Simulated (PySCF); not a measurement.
# PbI: bond curves at several levels of theory

One job finds the state of PbI, follows it along the bond with each method and fits the curves.

Computed with PySCF 2.14.0. Level: Pb cc-pVDZ-PP with ECP60, I cc-pVDZ-PP with ECP28, scalar-relativistic core potentials.

## (1) Set-up

The job is set up so:

- atoms: Pb, I
- charge: 0
- basis: Pb cc-pVDZ-PP with ECP60, I cc-pVDZ-PP with ECP28
- Hamiltonian: scalar-relativistic core potentials
- basis functions: 46
- electrons treated: 47
- masses in u: 207.9766, 126.9045
- levels: PBE0, PBE, r²SCAN, LDA, MN15, BLYP, ωB97X, HF, MP2, SCS-MP2, CCSD, CCSD(T)
- grid: 80 radial by 434 angular points
- occupations: held fixed by the projection of orbital angular momentum
- dissociation limit: Pb + I, each in its ground configuration
- starting distance in angstrom: 2.705
- values of 2S to try: 1, 3

On the command line:

```
> OMP_NUM_THREADS=1 python dia.py task.json out
```

After this run come: First curve: PBE0; Higher solutions at PBE0; PBE (GGA); r²SCAN; LDA; MN15 (hybrid meta-GGA); BLYP (GGA); ωB97X (range-separated hybrid); UHF; MP2 and coupled cluster.

Q: Predict the outcome of this session. Wanted: for each run, Re; ωe; De; μ.

The runs gave:

Lowest PBE0 solution found, without spin–orbit coupling: ²Π (doublet), unpaired electrons π ↑. The other levels ran on it alone.

```tsv
level	Re (Å)	ωe (cm⁻¹)	De (eV)	μ (D)
UHF	2.875	157.6	1.71	-4.56
UHF-MP2	2.838	167.7	2.59	n/a
UHF-SCS-MP2	2.851	164.5	2.49	n/a
UHF-CCSD	2.854	163.7	2.42	n/a
UHF-CCSD(T)	2.854	163.4	2.51	n/a
LDA	2.790	173.0	3.64	-2.53
PBE	2.845	161.1	3.12	-2.98
BLYP	2.883	153.8	2.98	-2.99
r²SCAN	2.832	165.3	2.99	-3.27
PBE0	2.825	166.4	2.94	-3.39
MN15	2.813	167.9	2.85	-3.21
ωB97X	2.820	168.9	3.02	-3.58
```

De is counted to Pb + I in their ground configurations. A positive dipole means Pb(−)I(+).

Differences from CCSD(T) in the same basis:

```tsv
level	Re (mÅ)	ωe (%)
UHF	+21	-3.5
UHF-MP2	-16	+2.7
UHF-SCS-MP2	-3	+0.7
UHF-CCSD	-1	+0.2
LDA	-64	+5.9
PBE	-9	-1.4
BLYP	+28	-5.9
r²SCAN	-22	+1.2
PBE0	-30	+1.8
MN15	-41	+2.8
ωB97X	-34	+3.4
```

**Reading.** Judged by CCSD(T) in the same basis: best bond length UHF-CCSD (-1 mÅ), worst LDA (-64 mÅ); best wavenumber UHF-CCSD (+0.2 %), worst LDA and BLYP (5.9 % off). CCSD(T) in a basis this small is itself some way from its limit, more so than the functionals. Of the levels with a De here, UHF gives the least (1.71 eV) and LDA the most (3.64 eV).

Correlated steps freeze 8 core orbitals. Spin–orbit coupling is left out, which matters for elements this heavy, above all for dissociation energies. At some levels the lowest empty orbital lies below the highest filled one (the two can be of opposite spin). With spin–orbit coupling the term label itself may not hold.
